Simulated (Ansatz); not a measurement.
## Molecular dynamics of Ni4H8CO9

Input:

```yaml
accuracy: low
crystal:
  lattice:
    - [6.309223, 0.0, 0.0]
    - [-1.332039, 5.443285, 0.0]
    - [0.0, 0.0, 18.416541]
  atoms:
    - { symbol: Ni, position: [0.0, 0.0, 0.054299], spin: 0.8 }
    - { symbol: H, position: [0.6680145, 0.6013804, 0.0699898] }
    - { symbol: H, position: [0.1356012, 0.6667505, 0.1647027] }
    - { symbol: O, position: [0.5035593, 0.020628, 0.1680183] }
    - { symbol: O, position: [0.3000565, 0.2475029, 0.0666742] }
    - { symbol: Ni, position: [0.5, 0.0, 0.054299], spin: 0.8 }
    - { symbol: H, position: [0.1680145, 0.6013804, 0.0699898] }
    - { symbol: H, position: [0.6356012, 0.6667505, 0.1647027] }
    - { symbol: O, position: [0.0035593, 0.020628, 0.1680183] }
    - { symbol: O, position: [0.8000565, 0.2475029, 0.0666742] }
    - { symbol: Ni, position: [0.8036158, 0.2681309, 0.1803935], spin: 0.8 }
    - { symbol: H, position: [0.4716303, 0.8695113, 0.1960843] }
    - { symbol: H, position: [0.939217, 0.9348814, 0.2907972] }
    - { symbol: O, position: [0.3071751, 0.2887589, 0.2941128] }
    - { symbol: O, position: [0.1036722, 0.5156338, 0.1927687] }
    - { symbol: Ni, position: [0.3036158, 0.2681309, 0.1803935], spin: 0.8 }
    - { symbol: H, position: [0.9716303, 0.8695113, 0.1960843] }
    - { symbol: H, position: [0.439217, 0.9348814, 0.2907972] }
    - { symbol: O, position: [0.8071751, 0.2887589, 0.2941128] }
    - { symbol: O, position: [0.6036722, 0.5156338, 0.1927687] }
    - { symbol: C, position: [0.4337357, 0.9554288, 0.4511275] }
    - { symbol: O, position: [0.4337357, 0.9554288, 0.5141144] }
magnetization:
  spin_polarized: true
basis:
  ecutwfc: 420.0
kpoints:
  mp_grid: { grid: [2, 2, 1] }
hamiltonian:
  xc: lda
scf:
  occupations: { method: fermi_dirac, width: 0.05 }
  lower_state_search: "off"
md:
  timestep: 0.75
  n_steps: 140
  ensemble: nve
  initial_velocities: zero
  seed: 927952
  initial_site_velocities:
    - { site: 20, velocity: [0.007545, 0.0, -0.008992] }
    - { site: 21, velocity: [0.007545, 0.0, -0.008992] }
  constraints: [{ sites: [0, 1, 4, 5, 6, 9] }]
```

Command:

```bash
$ ansatz run input.yaml --threads 2 --pin off --max-ram 5120MiB --backend cpu --events-out ev --progress --plain --runs-dir out
```

It starts from an unrelaxed structure (largest force component 3.62 eV/Å).

Output, in part (step lines):

```
md step     0: t =     0.00 fs  T =    96.7 K  F+E_penalty+E_count = -28426.70119371 eV  E_kin = 0.199994 eV  conserved = -28426.50119936 eV  (48 SCF iters)
md step     1: t =     0.75 fs  T =   107.9 K  F+E_penalty+E_count = -28426.72479650 eV  E_kin = 0.223110 eV  conserved = -28426.50168626 eV  (19 SCF iters)
md step     2: t =     1.50 fs  T =   137.3 K  F+E_penalty+E_count = -28426.78661277 eV  E_kin = 0.283938 eV  conserved = -28426.50267470 eV  (25 SCF iters)
md step     3: t =     2.25 fs  T =   178.1 K  F+E_penalty+E_count = -28426.87170973 eV  E_kin = 0.368417 eV  conserved = -28426.50329275 eV  (25 SCF iters)
md step     4: t =     3.00 fs  T =   226.0 K  F+E_penalty+E_count = -28426.97043560 eV  E_kin = 0.467317 eV  conserved = -28426.50311908 eV  (24 SCF iters)
md step     5: t =     3.75 fs  T =   281.8 K  F+E_penalty+E_count = -28427.08520429 eV  E_kin = 0.582902 eV  conserved = -28426.50230275 eV  (26 SCF iters)
md step     6: t =     4.50 fs  T =   351.8 K  F+E_penalty+E_count = -28427.22872803 eV  E_kin = 0.727576 eV  conserved = -28426.50115226 eV  (22 SCF iters)
md step     7: t =     5.25 fs  T =   444.5 K  F+E_penalty+E_count = -28427.41919248 eV  E_kin = 0.919349 eV  conserved = -28426.49984371 eV  (25 SCF iters)
[... lines left out ...]
```

The steps, from the saved trajectory:

| time (fs) | T (K) | potential energy less start (eV) | conserved less start (meV/atom) |
| --- | --- | --- | --- |
| 0.0 | 97 | 0.000 | 0.00 |
| 3.0 | 226 | -0.269 | -0.09 |
| 6.0 | 570 | -0.976 | 0.13 |
| 9.0 | 1690 | -3.281 | 0.63 |
| 12.0 | 4857 | -9.911 | -3.06 |
| 15.0 | 5307 | -11.131 | -16.20 |
| 18.0 | 3738 | -7.307 | 10.21 |
| 21.0 | 4204 | -8.321 | 7.87 |
| 24.0 | 5161 | -10.311 | 7.39 |
| 27.0 | 4765 | -9.541 | 5.18 |
| 30.0 | 3151 | -6.138 | 8.15 |
| 33.0 | 3429 | -6.721 | 7.78 |
| 36.0 | 4065 | -8.258 | -2.31 |
| 39.0 | 2799 | -5.444 | 6.62 |
| 42.0 | 4321 | -8.636 | 4.58 |
| 45.0 | 3446 | -6.779 | 6.68 |
| 48.0 | 3092 | -6.047 | 6.72 |
| 51.0 | 3353 | -6.588 | 6.66 |
| 54.0 | 3919 | -7.806 | 4.56 |
| 57.0 | 3851 | -7.689 | 3.38 |
| 60.0 | 2921 | -5.696 | 6.56 |
| 63.0 | 2177 | -4.151 | 6.84 |
| 66.0 | 2280 | -4.369 | 6.71 |
| 69.0 | 3266 | -6.408 | 6.67 |
| 72.0 | 3040 | -5.761 | 14.84 |
| 75.0 | 2884 | -5.623 | 6.45 |
| 78.0 | 2586 | -5.007 | 6.38 |
| 81.0 | 3534 | -6.971 | 6.27 |
| 84.0 | 4282 | -8.520 | 6.18 |
| 87.0 | 4247 | -8.449 | 6.10 |
| 90.0 | 3735 | -7.387 | 6.31 |
| 93.0 | 3914 | -7.746 | 6.77 |
| 96.0 | 4794 | -9.596 | 5.42 |
| 99.0 | 4318 | -8.600 | 5.88 |
| 102.0 | 3245 | -6.384 | 5.77 |
| 105.0 | 2688 | -5.209 | 6.78 |

All steps were run. The conserved energy wandered by up to 24.2 meV per atom (net 6.8 meV per atom), which is poor conservation. A run of 0.1 ps of so small a system gives no equilibrium averages. No Hubbard correction was used and the magnetic state wasn't searched. Limits of this set-up: coarse k mesh, thin slab, slab without dipole correction, no dispersion correction for a molecule that may bind weakly, low accuracy level.

Mean squared displacements from the first frame to the last: Ni 0.11 Å², H 7.32 Å², O 0.84 Å², C 1.70 Å².

Last frame:

```xyz
22
Lattice="6.3092 0.0000 0.0000 -1.3320 5.4433 0.0000 0.0000 0.0000 18.4165" Properties=species:S:1:pos:R:3
Ni 0.000 0.000 1.000
H 3.414 3.273 1.289
H 0.298 3.396 2.704
O 3.199 0.050 2.781
O 1.563 1.347 1.228
Ni 3.155 0.000 1.000
H 0.259 3.273 1.289
H 3.115 2.687 1.680
O 0.403 -0.468 2.924
O 4.718 1.347 1.228
Ni 4.666 1.196 2.771
H 2.281 4.218 3.138
H 6.773 8.991 3.905
O 1.467 0.928 4.867
O -0.070 2.767 2.036
Ni 1.505 1.296 3.167
H 4.954 5.508 3.662
H 6.574 7.440 4.132
O 4.917 0.831 4.740
O 2.278 2.957 3.248
C 2.151 5.116 7.201
O 2.287 5.282 8.325
```

Run time: 33 min on 2 threads of Intel(R) Xeon(R) Platinum 8488C (Sapphire Rapids), with other jobs on the host, peak memory 1.7 GiB.
